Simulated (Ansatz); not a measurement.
**CH₆BFSi: how energies converge with the basis set**

Aim: see how fast density functionals converge with the basis set for CH₆BFSi.

Method: one geometry, several basis sets; program: Ansatz 0.2.0, Gaussian basis.

The runs, in order: PBE0-D4/def2-SVP; ωB97M-V/def2-SVP; PBE0-D4/def2-QZVPP; ωB97M-V/def2-QZVPP; the functionals' def2-TZVPP values are taken from earlier runs.

### 1 The geometry

The geometry comes from an earlier relaxation with PBE0-D4 in a triple-zeta def2 set; it is a stationary point, not always the lowest conformer.

10 atoms, charge 0, spin multiplicity 1.

Atoms are counted from 1 here; the program's logs count them from 0.

Bond lengths: B1–C2 1.519 Å, B1–H5 1.198 Å, B1–H6 1.193 Å, C2–F3 1.391 Å, C2–Si4 1.941 Å, C2–H7 1.096 Å, Si4–H8 1.482 Å, Si4–H9 1.483 Å, Si4–H10 1.486 Å. Angles: C2–B1–H5 117.2°, C2–B1–H6 121.6°, H5–B1–H6 120.9°, B1–C2–F3 117.4°, B1–C2–Si4 99.8°, B1–C2–H7 116.6°, F3–C2–Si4 108.7°, F3–C2–H7 109.0°, Si4–C2–H7 103.6°, C2–Si4–H8 106.4°, C2–Si4–H9 108.8°, C2–Si4–H10 111.3°, H8–Si4–H9 111.2°, H8–Si4–H10 109.5°, H9–Si4–H10 109.5°.

As a file:

```
B     0.1442    1.3842   -0.4759
C     0.2424   -0.0860   -0.8442
F     1.4935   -0.5741   -1.2053
Si   -0.2725   -0.8865    0.8470
H    -0.9488    1.8195   -0.2505
H     1.1174    2.0515   -0.3006
H    -0.5067   -0.4673   -1.5482
H     0.2976   -2.2547    0.8546
H    -1.7529   -0.9220    0.9293
H     0.2689   -0.1158    1.9965
```

### 2 PBE0-D4 in def2-SVP

File in.yaml:

```yaml
crystal:
  periodic: [false, false, false]
  atoms:
    - {symbol: B, position_ang: [0.144182, 1.384184, -0.475900]}
    - {symbol: C, position_ang: [0.242391, -0.085981, -0.844177]}
    - {symbol: F, position_ang: [1.493481, -0.574140, -1.205347]}
    - {symbol: Si, position_ang: [-0.272509, -0.886494, 0.847048]}
    - {symbol: H, position_ang: [-0.948829, 1.819455, -0.250488]}
    - {symbol: H, position_ang: [1.117445, 2.051508, -0.300566]}
    - {symbol: H, position_ang: [-0.506692, -0.467266, -1.548182]}
    - {symbol: H, position_ang: [0.297596, -2.254666, 0.854601]}
    - {symbol: H, position_ang: [-1.752872, -0.921959, 0.929285]}
    - {symbol: H, position_ang: [0.268906, -0.115842, 1.996525]}
basis:
  gaussian: {orbitals: def2-SVP}
hamiltonian: {xc: pbe0, dispersion: d4}
output: {orbitals: {seedname: orbitals}}
```

Launch:

```console
$ ansatz run in.yaml --threads 2 --pin off --events-out ev --progress --plain --max-ram 4352MiB
```

The program printed:

```text
Functional definition: PBE0
  name "PBE0"
  cite "Adamo & Barone, J. Chem. Phys. 110, 6158 (1999) doi:10.1063/1.478522"
  cite "Perdew, Burke & Ernzerhof, Phys. Rev. Lett. 77, 3865 (1996) doi:10.1103/PhysRevLett.77.3865"
  parent pbe
  parameter a = 0.25
  parameter kappa = 0.804
  parameter beta = 0.06672455060314922
  exchange = (1 - a)*pbe_x(kappa = kappa, mu = beta*pi^2/3) + a*exact_x
  correlation = pbe_c(beta = beta)
1004 factors; their error is unknown
mean field evaluation 1: about -12388.1932 eV, gradient 2.7e1 eV
mean field evaluation 2: about -12388.3708 eV, gradient 2.6e1 eV
mean field evaluation 4: about -12390.0528 eV, gradient 8.4e-1 eV
mean field evaluation 8: about -12390.1011 eV, gradient 1.7e-1 eV
mean field -12390.10116199 eV, -455.3278193910 hartree, gradient 5.3e-5 eV, S^2 0.000000; 0 other end points of the search recorded, 0 dependent functions left out
reference -12390.10118749 eV, -455.3278203279 hartree; 20, 20 occupied and 70, 70 virtual orbitals, 1004 factors
Total energy: -12390.24852299 eV, -455.3332348077 hartree
```

Run time: 1.2 s. Hardware: 2 threads of Arm Neoverse V1, shared host.

### 3 ωB97M-V in def2-SVP

Changes to in.yaml since step 2:

```diff
@@ -15,3 +15,3 @@
   gaussian: {orbitals: def2-SVP}
-hamiltonian: {xc: pbe0, dispersion: d4}
+hamiltonian: {xc: {name: wB97M-V}}
 output: {orbitals: {seedname: orbitals}}
```

The command is unchanged.

The program printed, shortened:

```text
Functional definition: wB97M-V
  name "wB97M-V"
  cite "Mardirossian & Head-Gordon, J. Chem. Phys. 144, 214110 (2016) doi:10.1063/1.4952647"
  cite "Becke, J. Chem. Phys. 107, 8554 (1997) doi:10.1063/1.475007"
  cite "Vydrov & Van Voorhis, J. Chem. Phys. 133, 244103 (2010) doi:10.1063/1.3521275"
  # Of w^i u^j: cxij and so on, Table III.
[...]
  gx(w, u) = 1 - cx + cx01*u + cx10*w
  gss(w, u) = css00 + css04*u^4 + css10*w + css20*w^2 + css43*w^4*u^3
  gos(w, u) = cos00 + cos10*w + (cos20 + cos21*u)*w^2 + (cos60 + cos61*u)*w^6
[...]
      + integral(e_c_pw_mod_opposite_spin*gos(b97_w_opposite, b97_u_opposite)) + vv10(b, c)
1004 factors; their error is unknown
290 factors; integrals over basis functions are off by at most 1.0e-5 eV
[...]
mean field -12395.73472369 eV, -455.5348489647 hartree, gradient 6.8e-6 eV, S^2 0.000000; 0 other end points of the search recorded, 0 dependent functions left out
reference -12395.73476512 eV, -455.5348504875 hartree; 20, 20 occupied and 70, 70 virtual orbitals, 1004 factors
Total energy: -12395.73476512 eV, -455.5348504875 hartree
```

It took 5.5 s on 2 threads of Arm Neoverse V1, shared host.

### 4 PBE0-D4 in def2-QZVPP

Changes to in.yaml since step 3:

```diff
@@ -14,4 +14,4 @@
 basis:
-  gaussian: {orbitals: def2-SVP}
-hamiltonian: {xc: {name: wB97M-V}}
+  gaussian: {orbitals: "def2-QZVPP.json"}
+hamiltonian: {xc: pbe0, dispersion: d4}
 output: {orbitals: {seedname: orbitals}}
```

The command is unchanged.

The program printed:

```text
Functional definition: PBE0
  name "PBE0"
  cite "Adamo & Barone, J. Chem. Phys. 110, 6158 (1999) doi:10.1063/1.478522"
  cite "Perdew, Burke & Ernzerhof, Phys. Rev. Lett. 77, 3865 (1996) doi:10.1103/PhysRevLett.77.3865"
  parent pbe
  parameter a = 0.25
  parameter kappa = 0.804
  parameter beta = 0.06672455060314922
  exchange = (1 - a)*pbe_x(kappa = kappa, mu = beta*pi^2/3) + a*exact_x
  correlation = pbe_c(beta = beta)
1316 factors; their error is unknown
mean field evaluation 1: about -12395.4165 eV, gradient 3.7e1 eV
mean field evaluation 2: about -12394.9684 eV, gradient 3.9e1 eV
mean field evaluation 4: about -12398.7325 eV, gradient 1.3e0 eV
mean field evaluation 8: about -12398.7413 eV, gradient 3.2e-2 eV
mean field -12398.74129795 eV, -455.6453385310 hartree, gradient 2.8e-5 eV, S^2 0.000000; 0 other end points of the search recorded, 0 dependent functions left out
reference -12398.74133995 eV, -455.6453400744 hartree; 20, 20 occupied and 401, 401 virtual orbitals, 1316 factors
Total energy: -12398.88867545 eV, -455.6507545541 hartree
```

Run time: 9.5 s. Hardware: 2 threads of Arm Neoverse V1, shared host; peak memory 1.1 GiB.

### 5 ωB97M-V in def2-QZVPP

Changes to in.yaml since step 4:

```diff
@@ -15,3 +15,3 @@
   gaussian: {orbitals: "def2-QZVPP.json"}
-hamiltonian: {xc: pbe0, dispersion: d4}
+hamiltonian: {xc: {name: wB97M-V}}
 output: {orbitals: {seedname: orbitals}}
```

Same command.

The program printed, shortened:

```text
Functional definition: wB97M-V
  name "wB97M-V"
  cite "Mardirossian & Head-Gordon, J. Chem. Phys. 144, 214110 (2016) doi:10.1063/1.4952647"
  cite "Becke, J. Chem. Phys. 107, 8554 (1997) doi:10.1063/1.475007"
  cite "Vydrov & Van Voorhis, J. Chem. Phys. 133, 244103 (2010) doi:10.1063/1.3521275"
  # Of w^i u^j: cxij and so on, Table III.
[...]
  gx(w, u) = 1 - cx + cx01*u + cx10*w
  gss(w, u) = css00 + css04*u^4 + css10*w + css20*w^2 + css43*w^4*u^3
  gos(w, u) = cos00 + cos10*w + (cos20 + cos21*u)*w^2 + (cos60 + cos61*u)*w^6
[...]
      + integral(e_c_pw_mod_opposite_spin*gos(b97_w_opposite, b97_u_opposite)) + vv10(b, c)
1296 factors; their error is unknown
350 factors; integrals over basis functions are off by at most 9.3e-6 eV
[...]
mean field -12404.58965050 eV, -455.8602615231 hartree, gradient 6.5e-5 eV, S^2 0.000000; 0 other end points of the search recorded, 0 dependent functions left out
reference -12404.58971962 eV, -455.8602640632 hartree; 20, 20 occupied and 401, 401 virtual orbitals, 1296 factors
Total energy: -12404.58971962 eV, -455.8602640632 hartree
```

Run time: 22 s. Hardware: 2 threads of Arm Neoverse V1, shared host; peak memory 1.4 GiB.

### 6 Density functionals: the series

The def2-TZVPP values come from earlier runs at the same geometry.

```tsv
functional	basis	functions	energy (eV)	from the largest (eV)	HOMO (eV)	LUMO (eV)
PBE0-D4	def2-SVP	90	-12390.2485	8.640	-8.33	-1.46
PBE0-D4	def2-TZVPP	219	-12398.3684	0.520	-8.42	-1.55
PBE0-D4	def2-QZVPP	421	-12398.8887	0.000	-8.44	-1.57
ωB97M-V	def2-SVP	90	-12395.7348	8.855	-10.57	0.58
ωB97M-V	def2-TZVPP	219	-12404.1035	0.486	-10.68	0.36
ωB97M-V	def2-QZVPP	421	-12404.5897	0.000	-10.70	0.27
```

### 7 Outcome

```
                                       quantity          value
PBE0-D4: double and triple zeta above quadruple  8.64, 0.52 eV
ωB97M-V: double and triple zeta above quadruple  8.85, 0.49 eV
```

PBE0-D4 gains 8.12 eV from double to triple zeta, then 0.52 eV more. Total energies overstate the basis error of differences, where much of it tends to cancel.

For PBE0-D4 the largest set took about 8 times as long as the smallest (9.5 s against 1.2 s).
